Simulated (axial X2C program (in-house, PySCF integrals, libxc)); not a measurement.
# A two-component session on GeV: properties at the nuclei

Aim: properties at the nuclei of GeV, with spin–orbit coupling in the Hamiltonian from the start.

Method: two-component X2C with atomic mean-field terms, Ge dyall-cv3z, V dyall-cv3z; program: an in-house X2C program for linear molecules on PySCF integrals.

All values are calculated.

### Step 1. Set-up

Contents of task.json:

```json
{"zs": [32, 23], "q": 0, "bas": ["dyall-cv3z", "dyall-cv3z"], "r0": 2.55, "levels": ["PBE0", "HF", "TPSSh", "PBE50", "PBE"], "nst": 3}
```

Keys: zs atomic numbers; q charge; bas basis sets; r0 starting distance in Å; levels methods (HF also brings MP2); nst determinants followed.

Command:

```bash
python soeom.py task.json out
```

Nuclei are Gaussian, cores are contracted, and the Gaunt term is on.

### Step 2. Expectation values, lowest determinant

R = 2.429 Å. State: Ω = 5/2 (excess of +ω over −ω: ω = 5/2).

Output of the PBE0 run:

```text
two-component X2C + atomic mean field  PBE0
basis functions 224  fitting functions 1255  grid points 5799
iter        total energy     max residual
   1      -3046.714011232     8.50e-05
   2      -3046.714011236     2.94e-05
   3      -3046.714011236     8.22e-05
   4      -3046.714011245     3.20e-05
   5      -3046.714011247     5.43e-06
converged
one-electron -4545.30840174  Coulomb 1464.63428214  exact exchange -30.75955962  xc functional -94.67755266  nuclear repulsion 160.34352706  atomic mean-field constant -0.94630644
```

The highest occupied spinor is 67% Ge p, 20% V s, 8% V d.

| level | Eeff magnitude (GV/cm) | Ws magnitude Ge (kHz) | A∥/gI Ge (MHz) | qzz Ge (a.u.) | A∥/gI V (MHz) | qzz V (a.u.) | μ (D) |
| --- | --- | --- | --- | --- | --- | --- | --- |
| PBE0 | 0.0402 | 0.0302 | -121 | -3.17 | 70.1 | 0.87 | 3.36 |
| HF | 1.98 | 0.193 | -188 | -1.29 | 118 | 0.79 | 3.21 |
| TPSSh | 0.0659 | 0.0257 | -106 | -3.38 | 63.6 | 0.79 | 3.22 |
| PBE50 | 0.302 | 0.00347 | -131 | -2.43 | 85.9 | 0.99 | 4.15 |
| PBE | 0.0967 | 0.0185 | -102 | -3.73 | 84.5 | 0.76 | 2.38 |

Eeff is the effective electric field on the electron dipole moment in this Ω state and Ws the scalar–pseudoscalar constant (defined with the proton number Z and per Ω); A∥ is the parallel hyperfine constant, which follows by multiplying with the nuclear g factor gI = μI/(I μN); qzz is the electric field gradient, eQq0 = 234.96 MHz × Q/barn × qzz; μ is positive if V is the positive end. The operators were transformed with the bare-nucleus X2C matrices.

### Step 3. Expectation values, a higher determinant

R = 2.429 Å. State: Ω = 1/2 (excess of +ω over −ω: ω = 1/2), 0.26 eV above the lowest in the PBE0 search for states (made at or near this distance, with looser thresholds).

Output of the PBE0 run:

```text
two-component X2C + atomic mean field  PBE0
basis functions 224  fitting functions 1255  grid points 5799
iter        total energy     max residual
   1      -3046.704445021     8.28e-05
   2      -3046.704445188     5.35e-05
   3      -3046.704445217     7.27e-05
   4      -3046.704445226     5.42e-05
   5      -3046.704445281     2.70e-05
   6      -3046.704445285     1.99e-05
   7      -3046.704445287     2.45e-06
converged
one-electron -4545.35577344  Coulomb 1464.67561398  exact exchange -30.75877511  xc functional -94.66273135  nuclear repulsion 160.34352706  atomic mean-field constant -0.94630644
```

The highest occupied spinor is 73% Ge p, 13% V d, 9% V p.

```csv
level,Eeff magnitude (GV/cm),Ws magnitude Ge (kHz),A∥/gI Ge (MHz),qzz Ge (a.u.),A∥/gI V (MHz),qzz V (a.u.),μ (D)
PBE0,0.269,0.0171,1140,-3.25,-39.8,-1.12,3.00
HF,1.63,1.16,783,-4.97,-28.6,-1.44,2.58
TPSSh,0.357,0.075,1040,-3.04,-59.7,-1.10,2.99
PBE50,0.0782,0.108,1150,-3.78,-77.7,-1.18,3.44
PBE,0.35,0.0981,971,-2.78,-6.37,-1.09,2.59
```

### Step 4. Expectation values, a higher determinant

R = 2.429 Å. State: Ω = 9/2 (excess of +ω over −ω: ω = 1/2, ω = 3/2, ω = 5/2), 0.30 eV above the lowest in the PBE0 search for states (made at or near this distance, with looser thresholds).

Output of the PBE0 run:

```text
two-component X2C + atomic mean field  PBE0
basis functions 224  fitting functions 1255  grid points 5799
iter        total energy     max residual
   1      -3046.703106957     4.60e-05
   2      -3046.703106990     6.69e-05
   3      -3046.703107013     6.54e-05
   4      -3046.703107035     4.17e-05
   5      -3046.703107061     1.28e-05
   6      -3046.703107062     1.28e-05
   7      -3046.703107064     2.28e-06
converged
one-electron -4545.34243061  Coulomb 1464.66296799  exact exchange -30.75869173  xc functional -94.66217333  nuclear repulsion 160.34352706  atomic mean-field constant -0.94630644
```

The highest occupied spinor is 73% Ge p, 13% V d, 9% V p.

```
level  Eeff magnitude (GV/cm)  Ws magnitude Ge (kHz)  A∥/gI Ge (MHz)  qzz Ge (a.u.)  A∥/gI V (MHz)  qzz V (a.u.)  μ (D)
 PBE0                   0.265                0.00137             122          -3.25            196         -1.13   2.99
   HF                    1.65                  0.124            94.1          -5.22            194         -1.47   2.60
TPSSh                   0.355                0.00813             115          -3.04            194         -1.11   2.99
PBE50                  0.0692                 0.0133             124          -3.77            189         -1.18   3.44
  PBE                    0.35                 0.0109             109          -2.78            201         -1.10   2.59
```

### Step 5. Results

| quantity | value |
| --- | --- |
| lowest determinant | Ω = 5/2 (excess of +ω over −ω: ω = 5/2) |
| Eeff magnitude (GV/cm), PBE0 | 0.0402 |
| Ws magnitude Ge (kHz), PBE0 | 0.0302 |
| A∥/gI Ge (MHz), PBE0 | -121 |
| qzz Ge (a.u.), PBE0 | -3.17 |
| higher determinant | Ω = 1/2 (excess of +ω over −ω: ω = 1/2) |
| Eeff magnitude (GV/cm), PBE0, higher determinant | 0.269 |
| Ws magnitude Ge (kHz), PBE0, higher determinant | 0.0171 |
| A∥/gI Ge (MHz), PBE0, higher determinant | 1140 |
| qzz Ge (a.u.), PBE0, higher determinant | -3.25 |
| higher determinant | Ω = 9/2 (excess of +ω over −ω: ω = 1/2, ω = 3/2, ω = 5/2) |
| Eeff magnitude (GV/cm), PBE0, higher determinant | 0.265 |
| Ws magnitude Ge (kHz), PBE0, higher determinant | 0.00137 |
| A∥/gI Ge (MHz), PBE0, higher determinant | 122 |
| qzz Ge (a.u.), PBE0, higher determinant | -3.25 |

**Reading.** In the first state, the effective field runs from 0.0402 to 1.98 GV/cm over the mean-field levels, so the levels don't agree on it. The expectation values come from single determinants, which for open shells can mix terms of unlike spin or miss the lowest Ω, so a determinant need not be a state. Eeff is the effective electric field on the electron dipole moment in this Ω state and Ws the scalar–pseudoscalar constant (defined with the proton number Z and per Ω); A∥ is the parallel hyperfine constant, which follows by multiplying with the nuclear g factor gI = μI/(I μN); qzz is the electric field gradient, eQq0 = 234.96 MHz × Q/barn × qzz; μ is positive if V is the positive end. The operators were transformed with the bare-nucleus X2C matrices.
